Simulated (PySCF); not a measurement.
# C5H9BrO: circular dichroism and optical rotation

Wanted: circular dichroism and optical rotation for C5H9BrO (`CO[C@@H]1CC[C@H]1Br`).

Computed with PySCF 2.14.0 and routines of our own; the level stands in each step. Atoms count from 0.

## Step 1: The system as given

16 atoms, charge 0, multiplicity 1; geometry from: GFN2-xTB.

## Step 2: Optimising the geometry at PBE0-D3(BJ)/def2-SVP

What the job is given:

```
{"job": {"xc": "PBE0", "basis": "def2-SVP", "d3": "d3bj", "grid": 1, "kind": "geom"}, "charge": 0, "multiplicity": 1}
C      2.340504    -0.335324    -0.482666
O      1.344729    -0.296594     0.514634
C      0.187892     0.379316     0.131106
C     -0.884094     0.453142     1.231656
C     -1.947090     0.013735     0.212331
C     -0.822056    -0.399102    -0.738642
Br    -0.997928     0.158654    -2.598012
H      2.011442    -0.902164    -1.360355
H      2.618338     0.676507    -0.800132
H      3.201781    -0.828079    -0.037063
H      0.430564     1.360608    -0.301148
H     -1.023655     1.425904     1.694650
H     -0.691911    -0.294458     1.996676
H     -2.620964    -0.782464     0.520136
H     -2.531172     0.849215    -0.168449
H     -0.623980    -1.469952    -0.748988
```

On the command line:

```
$ OMP_NUM_THREADS=1 python excited_run.py task.json out
```

One launch serves the whole session: the jobs run in the order shown.

The log of the run:

```text
step   0  E = -2844.18350326  max force = 0.011547
step   1  E = -2844.18547053  max force = 0.002956
step   2  E = -2844.18555588  max force = 0.000901
step   3  E = -2844.18565719  max force = 0.002029
step   4  E = -2844.18571891  max force = 0.002869
step   5  E = -2844.18574273  max force = 0.001573
step   6  E = -2844.18575595  max force = 0.000246
optimisation converged
```

Wall time 59 s (1 thread of Arm Neoverse V2, shared host); peak memory 0.79 GiB.

Along the way:

```
step  energy from step 0 (eV)  largest force component (eV/Å)
   0                   0.0000                          0.5938
   1                  -0.0535                          0.1520
   2                  -0.0559                          0.0463
   3                  -0.0586                          0.1043
   4                  -0.0603                          0.1475
   5                  -0.0609                          0.0809
   6                  -0.0613                          0.0126
```

Distances of close pairs at the start and the end, largest changes first:

```
  bond  before (Å)  after (Å)  change (Å)
 O1–C2       1.394      1.380      -0.013
C3–H12       1.087      1.100      +0.013
C3–H11       1.086      1.099      +0.012
C4–H14       1.088      1.099      +0.011
 C0–H8       1.096      1.107      +0.011
 C0–H9       1.088      1.098      +0.011
C4–H13       1.088      1.098      +0.011
C5–Br6       1.949      1.939      -0.011
```

The next job starts from the end point, and lists it.

```
                         at the end point                value
  point group (found at 0.08 Å tolerance)                   C1
rotational constants (GHz, main isotopes)  2.468, 1.214, 0.851
                        dipole moment (D)                 0.98
```

## Step 3: Circular dichroism and optical rotation: TDDFT CAM-B3LYP/aug-cc-pVDZ

What the job is given:

```
{"job": {"kind": "ecd", "xc": "CAM-B3LYP", "basis": "aug-cc-pVDZ", "nstates": 8}, "charge": 0, "multiplicity": 1}
C      2.331135    -0.161314    -0.575369
O      1.407860    -0.174849     0.477835
C      0.173180     0.346507     0.147232
C     -0.870888     0.339630     1.269188
C     -1.944676     0.002719     0.215390
C     -0.809129    -0.507109    -0.674072
Br    -0.932019    -0.235417    -2.589595
H      2.017891    -0.811736    -1.412396
H      2.476835     0.860146    -0.976644
H      3.289484    -0.527023    -0.182284
H      0.263989     1.352308    -0.312032
H     -0.988963     1.257961     1.860525
H     -0.674084    -0.506684     1.943399
H     -2.737172    -0.711067     0.477165
H     -2.401532     0.909272    -0.206875
H     -0.602996    -1.575300    -0.520328
```

With the program's defaults for keys left out, this is: TDDFT CAM-B3LYP/aug-cc-pVDZ circular dichroism and optical rotation, one conformer, gas phase.

The log of the run:

```text
coarse grid: 60664 points
cycle   1  E = -2845.2119398692  dE =  6.751e-02  |g| = 5.646e-01  |ddm| = 1.245e+01
cycle   2  E = -2845.1845421371  dE =  2.740e-02  |g| = 7.207e-01  |ddm| = 2.527e+00
cycle   3  E = -2845.2795622199  dE = -9.502e-02  |g| = 5.449e-02  |ddm| = 1.213e+00
cycle   4  E = -2845.2801427041  dE = -5.805e-04  |g| = 2.478e-02  |ddm| = 2.356e-01
cycle   5  E = -2845.2802908361  dE = -1.481e-04  |g| = 5.582e-03  |ddm| = 1.175e-01
cycle   6  E = -2845.2802997899  dE = -8.954e-06  |g| = 1.343e-03  |ddm| = 2.603e-02
final grid: 128672 points
cycle   7  E = -2845.2802523633  dE = -4.438e-07  |g| = 1.013e-03  |ddm| = 1.529e-02
cycle   8  E = -2845.2802524260  dE = -6.269e-08  |g| = 9.135e-04  |ddm| = 6.041e-03
cycle   9  E = -2845.2802526242  dE = -1.982e-07  |g| = 1.062e-04  |ddm| = 2.846e-03
cycle  10  E = -2845.2802526272  dE = -2.979e-09  |g| = 2.834e-05  |ddm| = 3.543e-04
cycle  11  E = -2845.2802526277  dE = -4.543e-10  |g| = 1.887e-05  |ddm| = 2.742e-04
converged SCF energy = -2845.2802526277

Singlet excitations and rotatory strengths (1e-40 esu^2 cm^2)
state   eV       nm     f(len)   f(vel)    R(len)    R(vel)   main configurations
  1   6.1041   203.1  0.00320  0.00341    -5.445    -5.317   H->L+4 0.33, H->L 0.21, H->L+3 0.11
  2   6.2814   197.4  0.00242  0.00250    -1.711    -1.613   H-1->L+4 0.42, H-1->L 0.16, H-1->L+3 0.14
  3   6.7788   182.9  0.02779  0.02745    -4.189    -4.122   H->L 0.47, H->L+2 0.20
  4   6.9817   177.6  0.01296  0.01268    -2.357    -2.682   H->L+1 0.45, H->L+2 0.26
  5   7.1708   172.9  0.03761  0.03801   -31.095   -31.358   H->L+3 0.62, H-2->L 0.13
  6   7.1845   172.6  0.03922  0.03887     6.575     6.038   H-1->L 0.37, H-1->L+3 0.24, H-1->L+2 0.16
  7   7.2349   171.4  0.02499  0.02503    -3.288    -3.289   H->L+1 0.30, H->L+2 0.26, H->L 0.10
  8   7.5078   165.1  0.00861  0.00861     0.103     0.312   H->L+4 0.37, H-2->L+4 0.20, H-2->L+2 0.08

Specific rotation (deg / (dm g/mL))
    nm     length   length(OI)   velocity    alpha(len)  alpha(vel)
  633.0     -14.57     -15.45     -13.91       87.517     85.892
  589.3     -17.67     -18.69     -16.91       87.827     86.198
  546.0     -21.90     -23.09     -21.01       88.216     86.581
  436.0     -43.98     -45.87     -42.61       89.835     88.177
  405.0     -56.85     -59.04     -55.26       90.577     88.909
  365.0     -84.27     -86.99     -82.31       91.878     90.193
  355.0     -94.32     -97.19     -92.24       92.287     90.596
```

It took 2.1 min on 1 thread of Arm Neoverse V2, shared host; peak memory 1.4 GiB.

Orbitals, density, ELF and potential are computed afterwards from the orbital file.

Frontier orbitals at CAM-B3LYP/aug-cc-pVDZ, with the share of their density that lies nearest to each atom:

```csv
orbital,energy (eV),lies on
HOMO,-8.73,Br6 34 %; O1 31 %; C5 9 %
LUMO,0.33,"H11 18 %; H13, H14 about 13 % each; H12 10 %"
```

ELF in a plane through or near 7 of the atoms.

Values, 10 rows by 14 columns:
```
0.00 0.00 0.00 0.00 0.00 0.00 0.00 0.00 0.00 0.00 0.00 0.00 0.00 0.00
0.00 0.00 0.00 0.00 0.00 0.00 0.00 0.00 0.00 0.00 0.00 0.00 0.00 0.00
0.00 0.00 0.00 0.00 0.00 0.01 0.00 0.01 0.04 0.05 0.00 0.00 0.00 0.00
0.00 0.00 0.11 0.26 0.05 0.77 0.26 0.08 0.64 0.43 0.05 0.00 0.00 0.00
0.00 0.01 0.94 0.99 0.42 0.33 0.71 0.65 0.20 0.71 0.13 0.02 0.00 0.00
0.00 0.00 0.13 0.44 0.64 0.24 0.33 0.89 0.60 0.39 0.95 0.71 0.01 0.00
0.00 0.00 0.01 0.80 1.00 0.12 0.15 0.52 0.56 0.35 0.50 0.23 0.00 0.00
0.00 0.00 0.00 0.01 0.01 0.31 0.82 0.58 0.69 0.12 0.00 0.00 0.00 0.00
0.00 0.00 0.00 0.00 0.00 0.35 0.77 0.86 0.80 0.39 0.00 0.00 0.00 0.00
0.00 0.00 0.00 0.00 0.00 0.00 0.08 0.17 0.12 0.01 0.00 0.00 0.00 0.00
```
The map spans 11.6 Å across and 10.5 Å up, centred on the molecule. Atoms in the plane (x, y in Å): C0 (-2.4, 0.1), O1 (-1.2, 0.8), C3 (1.2, 1.1), C4 (1.9, -0.3), C5 (0.6, -0.9), H7 (-2.3, -0.9), H9 (-3.2, 0.6).

On the surface of density 0.002 e/bohr³ the electrostatic potential runs, from the 1st to the 99th percentile, from -1.14 V near O1 to 0.90 V near H15.

## Step 4: Results

| quantity | value |
| --- | --- |
| point group | C1 |
| rotational constants (main isotopes) | 2.47, 1.21, 0.85 GHz |
| state of largest rotatory strength (velocity form) among 8 (step 3, TDDFT CAM-B3LYP/aug-cc-pVDZ) | 7.17 eV, R = -31.4 (velocity), -31.1 (length) ·10⁻⁴⁰ esu² cm² |
| specific rotation at 633.0 nm (step 3, TDDFT CAM-B3LYP/aug-cc-pVDZ) | -13.9 (velocity), -14.6 (length) |
| potential on the surface of density 0.002 e/bohr³, 1st and 99th percentile | -1.14 V and 0.90 V |

In words: The optimisation took 6 steps and gained 0.061 eV; among the close pairs (by a distance rule), O1–C2 changed most, from 1.394 to 1.380 Å. Steps that list no spin-orbit terms leave them out, which matters at and beside the heavy atoms. Rotations belong to one conformer.
